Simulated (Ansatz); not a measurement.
# Ge: the cost of one run

Method: DFT r2SCAN, scalar-relativistic, plane waves, PAW, in Ansatz 0.2.0.

### 1 The starting structure

The structure is cubic, space group Fd-3m (No. 227). The conventional cell has a = 5.660 Å, b = 5.660 Å, c = 5.660 Å, α = 90.00°, β = 90.00°, γ = 90.00°. Ge (site symmetry -43m) is surrounded by 4 Ge at 2.45 Å.

Structure file:

```xyz
4
Lattice="2.8300 2.8300 0.0000 -2.8300 2.8300 0.0000 0.0000 0.0000 5.6600" Properties=species:S:1:pos:R:3 pbc="T T T"
Ge    0.0000    0.0000    0.0000
Ge   -1.4150    1.4150    4.2450
Ge    1.4150    1.4150    1.4150
Ge    0.0000    2.8300    2.8300
```

### 2 Relaxing cell and atoms: Ge, no spin

input.yaml

```yaml
crystal:
  lattice:
    - [2.83, 2.83, 0.0]
    - [-2.83, 2.83, 0.0]
    - [0.0, 0.0, 5.66]
  atoms:
    - { symbol: Ge, position: [0.0, 0.0, 0.0] }
    - { symbol: Ge, position: [0.0, 0.5, 0.75] }
    - { symbol: Ge, position: [0.5, 0.0, 0.25] }
    - { symbol: Ge, position: [0.5, 0.5, 0.5] }
scf:
  occupations: { method: gaussian, width: 0.01 }
output:
  forces: true
  stress: true
hamiltonian:
  xc: r2scan
kpoints:
  mp_grid: { grid: [8, 8, 6], shift: [0.5, 0.5, 0.5] }
relax:
  f_tol: 0.002
  cell: { stress_tol: 0.03 }
```

Launch:

```bash
$ ansatz run input.yaml --threads 4 --pin off --max-ram 8192MiB --backend cpu --events-out ev --progress --plain --runs-dir out
```

Q: Estimate wall time and peak memory on 4 threads of AMD EPYC 9R45 (Zen 5), shared host.

About 5.1 s, with a peak of 0.65 GiB.
